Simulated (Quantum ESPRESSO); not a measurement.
# AlCl2 in Quantum ESPRESSO: the effect of functional

Crystal: AlCl2.

```
CELL_PARAMETERS angstrom
4.62654 0.00000 0.00000
0.00000 4.62654 0.00000
0.00000 0.00000 3.77211
ATOMIC_POSITIONS crystal
Al 0.00000 0.00000 0.52103
Cl 0.50000 0.00000 0.36202
Cl 0.00000 0.50000 0.36202
```

The cell was built by a generator and needn't be a form met in nature.

Alike in all runs:

```yaml
Program: Quantum ESPRESSO 7.5
Task: phonons
k_mesh: 4 × 4 × 6, shifted
Occupations: fermi-dirac, width 0.05 eV
Spin: no spin polarisation
```

Each run relaxes the cell or the atoms first.

```tsv
functional	potentials or basis	cutoff	relaxed volume (Å³/atom)	highest phonon frequency (cm⁻¹)
LDA	PseudoDojo 0.4.1 SR LDA standard	762 eV	24.37	271
PBE	PseudoDojo 0.4.1 SR PBE standard	789 eV	?	?
PBEsol	PseudoDojo 0.4.1 SR PBEsol standard	789 eV	25.51	257
BLYP	PseudoDojo 0.4.1 SR PBE standard	789 eV	34.08	165
PW91	PseudoDojo 0.4.1 SR PBE standard	789 eV	27.18	227
vdW-DF-cx	PseudoDojo 0.4.1 SR PBE standard	789 eV	25.62	251
```

Q: What does the run with functional PBE give?

A: Relaxed volume 27.17 Å³/atom; highest phonon frequency 230 cm⁻¹.

Caveats: the mesh is thin for the phonons of a metal; the cell relaxed to another space group than the one typed; an odd number of electrons without spin polarisation forces a metal; a magnetic or distorted state may lie lower; some modes are imaginary (some runs); the layers were relaxed without a dispersion term, so their spacing and the soft interlayer modes are unreliable (some runs); this functional lacks dispersion, which binds the layers, so the pressure and a relaxed spacing across them are unreliable (some runs).
